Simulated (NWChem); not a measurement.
**GeF2 (SMILES [F][Ge][F]) at 6 levels**

Aim: a comparison of 6 runs (HF/3-21G, HF/def2-SVP, r2SCAN/6-31G, wB97X/6-31G, B3LYP/6-31G*, MP2/6-31G**) of GeF2. 

Program for the calculation: NWChem 7.3.0.

## (1) Starting point

GeF2: 3 atoms, total charge 0, spin state singlet. SMILES: `[F][Ge][F]`. The shape comes from GFN2-xTB, which is rough for such elements, and wasn't checked as a minimum.

Bond lengths: Ge1–F2 1.800 Å, Ge1–F3 1.798 Å. Angles: F2–Ge1–F3 94.7°.

## (2) Energy and forces at HF/3-21G (run 1)

Input file run.py:

```python
from ase import Atoms
from ase.calculators.nwchem import NWChem

molecule = Atoms(['Ge', 'F', 'F'], positions=[
    [0.004500, -0.007920, -0.812340],
    [1.320810, -0.018750, 0.415140],
    [-1.325320, 0.026670, 0.397200],
])

calc = NWChem(
    label='f2ge',
    theory='scf',
    memory='2200 mb',
    basis='3-21G',
    basispar='spherical bse',
    scf={'nopen': '0', 'rhf': None, 'thresh': '1e-08', 'maxiter': '80'},
)
molecule.calc = calc

forces = molecule.get_forces()
print("Total energy (eV):", round(molecule.get_potential_energy(), 6))
print("forces (eV/A):")
for s, f in zip(molecule.symbols, forces):
    print(f"{s:2s} {f[0]:10.5f} {f[1]:10.5f} {f[2]:10.5f}")
print("dipole (e A):", molecule.get_dipole_moment().round(4))
```

Started as:

```sh
$ export ASE_NWCHEM_COMMAND="nwchem PREFIX.nwi > PREFIX.nwo"
$ python run.py
```

What it wrote:

```text
Total energy (eV): -61585.580923
forces (eV/A):
Ge    0.00041    0.04114    4.26016
F    -2.36279    0.01990   -2.15716
F     2.36238   -0.06099   -2.10301
dipole (e A): [ 0.0025 -0.0064 -0.6619]
```

The calculator wrote f2ge.nwi:

```
title "f2ge"

permanent_dir f2ge

scratch_dir f2ge

start f2ge

geometry units angstrom nocenter noautosym noautoz
  Ge 4.4999999999999997e-03 -7.9200000000000000e-03 -8.1233999999999995e-01
  F  1.3208100000000000e+00 -1.8749999999999999e-02 4.1514000000000001e-01
  F  -1.3253200000000001e+00 2.6669999999999999e-02 3.9720000000000000e-01
end

memory 2200 mb

basis spherical bse noprint
   * library 3-21G
end

scf
  nopen 0
  rhf
  thresh 1e-08
  maxiter 80
end

task scf gradient
```

f2ge.nwo:

```text
Northwest Computational Chemistry Package (NWChem) 7.3.0
             --------------------------------------------------------

           Job information
           ---------------

    nwchem branch   = 7.3.0
    use scalapack   = T
    input           = f2ge.nwi
    prefix          = f2ge.
    data base       = f2ge/f2ge.db
    status          = startup
    nproc           =        1

           Memory information
           ------------------

[... 5 lines left out ...]
    hardfail = no
[... 113 lines left out ...]
         Quadratically convergent ROHF
[... 14 lines left out ...]
       Final RHF  results
[... 4 lines left out ...]
      Two-electron energy =   1083.538905336061
[... 44 lines left out ...]
                       ROHF Final Molecular Orbital Analysis
[... 209 lines left out ...]
                 ----------------------------------------
                 |  Time  |  1-e(secs)   |  2-e(secs)   |
                 ----------------------------------------
                 |  CPU   |       0.00   |       0.21   |
                 ----------------------------------------
                 |  WALL  |       0.00   |       0.21   |
                 ----------------------------------------

 Task  times  cpu:        1.3s     wall:        1.3s
 Total times  cpu:        1.3s     wall:        1.3s
```

Run time: 2.3 s. Hardware: 1 thread of AMD EPYC 9R14 (Zen 4), shared host; peak memory 0.1 GiB.

## (3) Energy and forces at HF/def2-SVP (run 2)

Input file f2ge.nw:

```
start f2ge
title "F2Ge"
memory 2200 mb
charge 0

geometry noautosym nocenter noautoz
Ge       0.004500      -0.007920      -0.812340
F        1.320810      -0.018750       0.415140
F       -1.325320       0.026670       0.397200
end

basis spherical bse
* library def2-SVP
end

scf
singlet
rhf
thresh 1e-08
maxiter 80
print low
end

task scf gradient
```

Started as:

```sh
$ nwchem f2ge.nw > f2ge.out
```

What it wrote:

```text
[...]
  functions       =    60
[...]
  wavefunction    = RHF
[...]
         Total SCF energy =  -2273.882572914415
      One-electron energy =  -3543.512745443054
      Two-electron energy =   1083.994329511519
 Nuclear repulsion energy =    185.635843017121
        Time for solution =      5.6s
[...]
                         RHF ENERGY GRADIENTS
    atom               coordinates                        gradient
                 x          y          z           x          y          z
   1 Ge      0.008504  -0.014967  -1.535100   -0.000207  -0.000491  -0.051218
   2 F       2.495969  -0.035432   0.784501    0.025533  -0.000189   0.026007
   3 F      -2.504492   0.050399   0.750599   -0.025327   0.000680   0.025211
 Task  times  cpu:        6.7s     wall:        6.7s
 Total times  cpu:        6.8s     wall:        6.8s
```

It took 7.5 s on 1 thread of AMD EPYC 9R14 (Zen 4), shared host; peak memory 0.1 GiB.

Run 3 isn't shown in full; the table further down has it.

## (4) Energy and gradient at wB97X/6-31G (run 4)

Input file f2ge.xyz:

```xyz
3

Ge     0.004500    -0.007920    -0.812340
F      1.320810    -0.018750     0.415140
F     -1.325320     0.026670     0.397200
```

Input file f2ge.nw:

```
start f2ge
memory total 2200 mb

geometry units angstroms noautosym nocenter noautoz
load f2ge.xyz
end

basis spherical bse
* library 6-31G
end

dft
xc wb97x
grid xfine
convergence energy 1e-08
iterations 100
mulliken
end

task dft gradient
```

Started as:

```sh
$ nwchem f2ge.nw > f2ge.out
```

What it wrote:

```text
[...]
          Wavefunction type:  closed shell.
          No. of atoms     :     3
          No. of electrons :    50
[...]
          Charge           :     0
          Spin multiplicity:     1
[...]
          AO basis - number of functions:    45
[...]
              XC Information
              --------------
                       wb97x  Method XC Functional
                     Hartree-Fock (Exact) Exchange  1.000
                         wb97x Exchange Functional  1.000
                      wb97x Correlation Functional  1.000
[...]
 d= 0,ls=0.0,diis     1  -2276.2471300796 -2.46D+03  3.08D-02  9.25D-01     1.3
[...]
 d= 0,ls=0.0,diis     8  -2276.3686302663  2.82D-09  7.56D-06  7.15D-07     9.0
         Total DFT energy =    -2276.368630266286
      One electron energy =    -3543.578962214296
           Coulomb energy =     1181.677352132153
    Exchange-Corr. energy =     -100.102863201265
 Nuclear repulsion energy =      185.635843017121
[...]
      Total Density - Mulliken Population Analysis
     ---------------------------------------------
    Atom       Charge   Shell Charges
 -----------   ------   -------------------------------------------------------
    1 Ge  32    31.04   2.00  2.00  6.00  2.00  5.98  1.61  1.04  0.30  0.13  6.90  3.09
    2 F    9     9.48   2.00  0.93  3.27  1.05  2.23
    3 F    9     9.48   2.00  0.93  3.27  1.05  2.23
[...]
  wavefunction    = closed shell
[...]
                         DFT ENERGY GRADIENTS
    atom               coordinates                        gradient
                 x          y          z           x          y          z
   1 Ge      0.008504  -0.014967  -1.535100   -0.000460  -0.000203  -0.021850
   2 F       2.495969  -0.035432   0.784501    0.009757  -0.000059   0.011257
   3 F      -2.504492   0.050399   0.750599   -0.009297   0.000262   0.010593
[...]
```

Wall time 12 s (1 thread of AMD EPYC 9R14 (Zen 4), shared host); peak memory 0.12 GiB.

Run 5 isn't shown in full; the table further down has it.

## (5) Energy and forces at MP2/6-31G(d,p) (spherical functions) (run 6)

Input file f2ge.nw:

```
start f2ge
memory stack 880 mb heap 220 mb global 1100 mb
geometry units angstroms noautosym nocenter noautoz
 Ge    0.004500   -0.007920   -0.812340
 F     1.320810   -0.018750    0.415140
 F    -1.325320    0.026670    0.397200
end
basis spherical bse
 * library 6-31G**
end
scf
 thresh 1e-08
 maxiter 80
 print medium
end
mp2
 freeze core 11
 tight
end
task mp2 gradient
```

Started as:

```sh
$ nwchem f2ge.nw > f2ge.out
```

What it wrote:

```text
[...]
  functions       =    60
[...]
  wavefunction    = RHF
[...]
         Total SCF energy =  -2274.017911646535
      One-electron energy =  -3543.240847566996
      Two-electron energy =   1083.587092903340
 Nuclear repulsion energy =    185.635843017121
        Time for solution =      8.0s
[...]
          Total MP2 energy         -2274.606481674347
[...]
                         mp2 ENERGY GRADIENTS
    atom               coordinates                        gradient
                 x          y          z           x          y          z
   1 Ge      0.008504  -0.014967  -1.535100   -0.000321  -0.000384  -0.040370
   2 F       2.495969  -0.035432   0.784501    0.017256  -0.000099   0.020552
   3 F      -2.504492   0.050399   0.750599   -0.016935   0.000483   0.019819
[...]
```

Run time: 21 s. Hardware: 1 thread of AMD EPYC 9R14 (Zen 4), shared host; peak memory 0.15 GiB.

## (6) All runs side by side

```
run                               level  iteration cap  module   energy (Eh)  dipole moment (D)  HOMO energy (eV)  LUMO energy (eV)  wall time
  1                            HF/3-21G             80     scf  -2263.228373               3.18            -11.36              0.51      2.3 s
  2                         HF/def2-SVP             80     scf  -2273.882573                  –                 –                 –      7.5 s
  3                        r2SCAN/6-31G            100     dft  -2276.269714                  –                 –                 –      8.4 s
  4                         wB97X/6-31G            100     dft  -2276.368630               3.29            -11.24             -0.74       12 s
  5  B3LYP/6-31G* (Cartesian functions)            100     dft  -2276.521274               2.63             -8.68             -2.80       11 s
  6   MP2/6-31G** (spherical functions)             80     mp2  -2274.606482               2.65            -11.91              0.31       21 s
```

## (7) What came out

| quantity | value |
| --- | --- |
| run 6: total energy | -2274.60648 Eh |
| run 6: dipole moment (of the density that the program reports) | 2.65 D |
| run 6: HOMO energy (Hartree–Fock orbitals) | -11.91 eV |
| run 6: LUMO energy (Hartree–Fock orbitals) | 0.31 eV |
| run 6: HOMO–LUMO gap (Hartree–Fock orbitals) | 12.23 eV |
| run 6: correlation energy (11 core orbitals frozen) | -588.6 mEh |
| run 6: largest force on an atom | 2.076 eV/Å |

In words: Over runs 1, 4, 5, 6 the dipole moment (its size) runs from 2.63 D (B3LYP/6-31G*) to 3.29 D (wB97X/6-31G). The two ends differ in method and basis. Over runs 1, 4, 5 the HOMO–LUMO gap runs from 5.88 eV (B3LYP/6-31G*) to 11.87 eV (HF/3-21G). Totals of different functionals can't be ranked against each other. All runs together took 62 s, the longest 21 s.
